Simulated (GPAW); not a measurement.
The system is RuAu.

```
Ru Au
1.0
     3.16481    0.00000    0.00000
     0.00000    3.16481    0.00000
     0.00000    0.00000    3.16481
Ru Au
1 1
Direct
  0.00000 0.00000 0.00000
  0.50000 0.50000 0.50000
```

The cell was built by a generator and needn't be a form met in nature.

Base run:

```yaml
Program: GPAW 26.7.0
Functional: SCAN
Potentials_or_basis: GPAW PAW data sets (gpaw-data 1.2.1)
Cutoff: 600 eV
Basis: pw
k_mesh: 8 × 8 × 8
Occupations: fermi-dirac, width 0.05 eV
Spin: no spin polarisation
```

Its results: pressure -6.0 GPa.

**Question.** After a change of settings the same cell gave: pressure -3.7 GPa. Which change was it?
A. functional from SCAN to AM05; potentials or basis from GPAW PAW data sets (gpaw-data 1.2.1) to PAW data sets generated in the run's folder for this functional
B. functional from SCAN to revPBE; potentials or basis from GPAW PAW data sets (gpaw-data 1.2.1) to the program's PAW data sets (release 1.2.1) made for this functional
C. functional from SCAN to TPSS
D. functional from SCAN to PBE

**Answer.** C.

Caveats: with this Au data set, volumes or pressures lay over 1.5 % or 2 GPa off other programs in two to four cells of ten; the PAW data sets were made with another functional, which shifts forces and pressure a little.

Not every run made on this cell is shown here.
